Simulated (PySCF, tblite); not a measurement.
**C4H7NSeSi: geometry, infrared bands and NMR shifts**

Wanted: the infrared bands and NMR shifts of C4H7NSeSi (`C[C@@H]1C[Se][Si@@H]1C#N`), by calculation.

Programs: tblite 0.8.0 and PySCF 2.14.0, with density-fitted response routines of our own. Each step states its level of theory. These are calculated values for one molecule in the gas phase, unless marked as measured. Atoms are numbered from 0 throughout.

## (1) Starting geometry

14 atoms, charge 0, multiplicity 1; geometry from: force field or distance geometry start.

Bonds of the start (Å): C0–C1 1.49, C1–C2 1.54, C2–Se3 1.93, Se3–Si4 2.26, Si4–C5 1.79, C5–N6 1.16, Si4–C1 1.85, C0–H7 1.12, C0–H8 1.09, C0–H9 1.13, C1–H10 1.12, C2–H11 1.10, C2–H12 1.12, Si4–H13 1.46.

## (2) Geometry optimisation with GFN2-xTB

Job settings and geometry (Å):

```
{"job": {"kind": "relax", "xc": "GFN2-xTB", "basis": "xTB"}, "charge": 0, "multiplicity": 1}
C     -0.944800     1.189600    -0.317600
C     -0.559900    -0.246900    -0.379100
C     -0.738300    -0.892500     1.005100
Se     0.731500    -2.141100     1.016700
Si     1.224700    -0.661700    -0.615200
C      2.413500     0.542400    -0.042700
N      3.202200     1.307600     0.330400
H     -1.583500     1.405900    -1.208300
H     -0.114000     1.893500    -0.261000
H     -1.627700     1.305600     0.576800
H     -1.194400    -0.819300    -1.100300
H     -1.705300    -1.422400     1.017000
H     -0.682700    -0.124500     1.820900
H      1.578000    -1.336500    -1.865000
```

Started as:

```bash
> OMP_NUM_THREADS=1 python probes_run.py task.json out
```

The driver reads the jobs from task.json and runs them one after another.

**Question.** This job is followed by: GFN2-xTB harmonic vibrations, gas phase; GIAO PBE0/pcSseg-1 NMR shielding, non-relativistic, gas phase. What will the session give for the following? strongest single infrared mode (GFN2-xTB); zero-point energy (GFN2-xTB); 13C shifts against TMS (PBE0/pcSseg-1); 1H shifts against TMS (PBE0/pcSseg-1, means over atoms taken as alike); 77Se shifts against Me2Se (PBE0/pcSseg-1); 29Si shifts against TMS (PBE0/pcSseg-1); 15N shifts against NH3 (PBE0/pcSseg-1); surface potential, 1st and 99th percentile.

**Answer**, as computed:

| quantity | value |
| --- | --- |
| strongest single infrared mode (GFN2-xTB) | 2273 cm⁻¹, 278 km/mol |
| zero-point energy (GFN2-xTB) | 62.3 kcal/mol |
| 13C shifts against TMS (PBE0/pcSseg-1) | 124.1, 36.9, 33.1, 21.5 ppm |
| 1H shifts against TMS (PBE0/pcSseg-1, means over atoms taken as alike) | 5.53, 3.37, 3.25, 2.89, 1.36 ppm |
| 77Se shifts against Me2Se (PBE0/pcSseg-1) | -102 ppm |
| 29Si shifts against TMS (PBE0/pcSseg-1) | -26.4 ppm |
| 15N shifts against NH3 (PBE0/pcSseg-1) | 368.4 ppm |
| surface potential, 1st and 99th percentile | -1.65 V and 1.61 V |

**Reading.** Over 118 steps the energy fell by 0.557 eV; of the close pairs, Si4–C5 changed most, 1.786 to 1.870 Å. No mode is imaginary among the 36: a minimum at this level. The strongest single mode, at 2273 cm⁻¹, moves mainly H13. GFN2-xTB is a fitted tight-binding method: band positions and strengths are rough. Its intensities can rank the bands wrongly. C5 (nitrile carbon) lies farthest downfield among carbon, at 124.1 ppm; this is the usual window of a C≡N carbon, which has no attached hydrogen. At PBE0/pcSseg-1: Shielding is most anisotropic at Se3 (span 1048 ppm, paramagnetic term -1141 ppm). By nearest atom (PBE0/pcSseg-1), the HOMO sits on Se3 82 % and the LUMO on Si4 25 %; N6 17 %. Spin-orbit coupling is left out, which matters for shieldings and couplings at and beside the heavy atoms.
